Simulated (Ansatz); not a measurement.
I need a convergence test of the plane-wave cutoff of Al3Cu, space group P4/mmm. Use Ansatz's Python interface. Level of theory (first run): LDA, PAW, cutoff 300 eV, 9×9×4 k-points, Fermi-Dirac smearing of 0.1 eV. The script varies cutoff (eV): 300, 400, 500, 600.

Input file `al3cu.vasp`:
```text
Al3Cu
1.0
   2.77840543    0.00000000    0.00000000
   0.00000000    2.77840543    0.00000000
   0.00000000    0.00000000    7.51340341
Al Cu
3 1
Direct
   0.00000000    0.00000000    0.50000000
   0.50000000    0.50000000    0.22611551
   0.50000000    0.50000000    0.77388449
   0.00000000    0.00000000    0.00000000
```

`ecut.py`
```python
'''Convergence of Al3Cu with the plane-wave cutoff.'''

import argparse
import warnings

import ansatz as az
from ase.io import read
import pandas as pd

parser = argparse.ArgumentParser(description='Convergence of Al3Cu with the plane-wave cutoff.')
parser.add_argument('--kgrid', type=int, nargs=3, required=True, help='k-point sampling')
parser.add_argument('--width-ev', type=float, default=0.1, help='smearing width (eV)')
parser.add_argument('--xc', required=True, help='exchange-correlation functional')
args = parser.parse_args()

warnings.simplefilter('ignore', az.DeckWarning)

atoms = read('al3cu.vasp', format='vasp')
al3cu = az.Crystal.from_ase(atoms)

calc = (
    al3cu.calculation()
    .kpoints(*args.kgrid)
    .occupations(az.OccupationsMethod.FERMI_DIRAC, width=args.width_ev)
    .functional(args.xc)
)

rows = []
for value in [300, 400, 500, 600]:
    summary = calc.basis(value).run(threads=1).report
    rows.append((value, summary['free_energy_ev'] / len(summary['lattice']['sites']), summary['n_iterations'], summary['n_pw']))

table = pd.DataFrame(rows, columns=['cutoff (eV)', 'F/atom (eV)', 'iterations', 'plane waves'])
print(table.round(5).to_string(index=False))

# the last row is the reference
for row in rows[:-1]:
    shift = 1000 * (row[1] - rows[-1][1])
    print(f'{row[0]}: {shift:+.2f} meV/atom' + ('  (within 5 meV)' if abs(shift) < 5 else ''))
```

```console
$ python ecut.py --kgrid 9 9 4 --xc LDA
 cutoff (eV)  F/atom (eV)  iterations  plane waves
         300  -2023.59368           8          681
         400  -2023.69131           8         1061
         500  -2023.69269           8         1459
         600  -2023.69290           8         1935
300: +99.22 meV/atom
400: +1.59 meV/atom  (within 5 meV)
500: +0.21 meV/atom  (within 5 meV)
```

From 400 eV on it stays within 5 meV an atom of the value at 600 eV; the first row (300 eV) is off by 99.2 meV and the last but one by 0.21 meV. The energy falls steadily, as expected when plane waves are added.

Notes:
- For a metal this k-point mesh is coarse: on a finer one energies can move by several to tens of meV an atom and pressures by half a GPa or more, differences at one mesh by less.
- The structure comes from a database of computed cells and needn't be a stable or known phase.
- Shifts are counted from the last row, which is itself no proven limit.
- The script silences the warnings on its input, which a real study should read.
- Wall time of the script: 9.1 s on 1 thread of Arm Neoverse V2, with other jobs on the host, peak memory 0.5 GiB.
